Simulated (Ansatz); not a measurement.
# ZrBrCl3: from a guess to a relaxed structure

Aim: relax a trial structure of ZrBrCl3 and see where it ends.

Computed with Ansatz 0.2.0 (DFT PBE, scalar-relativistic, plane waves, PAW, unless a step's input says otherwise).

### Step 1. The system as given

It takes space group P4mm (No. 99, tetragonal). Conventional cell: a = 5.195 Å, b = 5.195 Å, c = 5.194 Å, α = 90.00°, β = 90.00°, γ = 90.00°. Zr (site symmetry 4mm) has 6 Cl at 2.60 Å as nearest neighbours. Br (site symmetry 4mm) has 12 Cl at 3.65 to 3.70 Å as nearest neighbours. Cl (site symmetry 2mm) has 2 Zr at 2.60 Å as nearest neighbours. Cl (site symmetry 4mm) has 2 Zr at 2.60 Å as nearest neighbours.

As a file:

```cif
data_structure
_symmetry_space_group_name_H-M 'P4mm'
_symmetry_Int_Tables_number 99
_cell_length_a 5.1952
_cell_length_b 5.1952
_cell_length_c 5.1935
_cell_angle_alpha 90.000
_cell_angle_beta 90.000
_cell_angle_gamma 90.000
_cell_volume 140.17
loop_
_atom_site_label
_atom_site_type_symbol
_atom_site_symmetry_multiplicity
_atom_site_Wyckoff_symbol
_atom_site_fract_x
_atom_site_fract_y
_atom_site_fract_z
_atom_site_occupancy
Zr1 Zr 1 a 0.00000 0.00000 0.51426 1
Br1 Br 1 b 0.50000 0.50000 0.00638 1
Cl1 Cl 2 c 0.00000 0.50000 0.51351 1
Cl2 Cl 1 a 0.00000 0.00000 0.01404 1
```

A structure generator made this guess: species swapped into a database cell of CsInBr3 (P4mm, No. 99), with Br on the Cs sites, Zr on the In sites and Cl on the Br sites. Lengths come from tabulated atomic sizes and are only a guess.

### Step 2. Probe: one point on a coarse mesh

Contents of input.yaml:

```yaml
crystal:
  lattice:
    - [5.1951803, 0.0, 0.0]
    - [0.0, 5.1951803, 0.0]
    - [0.0, 0.0, 5.19350551]
  atoms:
    - { symbol: Zr, position: [0.0, 0.0, 0.51425511] }
    - { symbol: Br, position: [0.5, 0.5, 0.00638179] }
    - { symbol: Cl, position: [0.0, 0.5, 0.51350701] }
    - { symbol: Cl, position: [0.0, 0.0, 0.01404005] }
    - { symbol: Cl, position: [0.5, 0.0, 0.51350701] }
basis:
  ecutwfc: 420
kpoints:
  mp_grid: { grid: [4, 4, 4] }
hamiltonian:
  xc: pbe
scf:
  occupations: { method: gaussian, width: 0.1 }
  lower_state_search: "off"
output:
  forces: true
  stress: true
  eigenvalues: true
```

The run is started by

```console
> ansatz run input.yaml --threads 1 --pin off --max-ram 2560MiB --backend cpu --events-out ev --progress --plain --runs-dir out
```

Further runs follow: coarse relaxation; spin check on a coarse mesh; relaxation on the finer mesh.

**Question.** What will these runs give? Wanted: conventional cell; volume; energy over the elements; gap on the mesh; total moment.

The runs gave:

| quantity | value |
| --- | --- |
| symmetry at the end (tolerance 0.05 Å) | space group Pm-3m (No. 221) |
| conventional cell | a = 5.038 Å, b = 5.038 Å, c = 5.038 Å, α = 90.00°, β = 90.00°, γ = 90.00° |
| volume | 25.57 Å³/atom |
| energy over the elements (uncorrected; H, N, O, F and Cl as molecules) | -1.19 eV/atom |
| gap on the mesh | none (metal) |
| total moment | -0.25 μB/cell |

What this shows: The symmetry goes from space group P4mm (No. 99) to space group Pm-3m (No. 221), and the volume per atom shrinks by 8.8 % from the first guess. It lies below the elements, which doesn't yet make it stable: competing phases were not computed in this session. No finished test with a distortion of lower symmetry is shown, so the end may be a saddle point. Other magnetic orders were not searched.
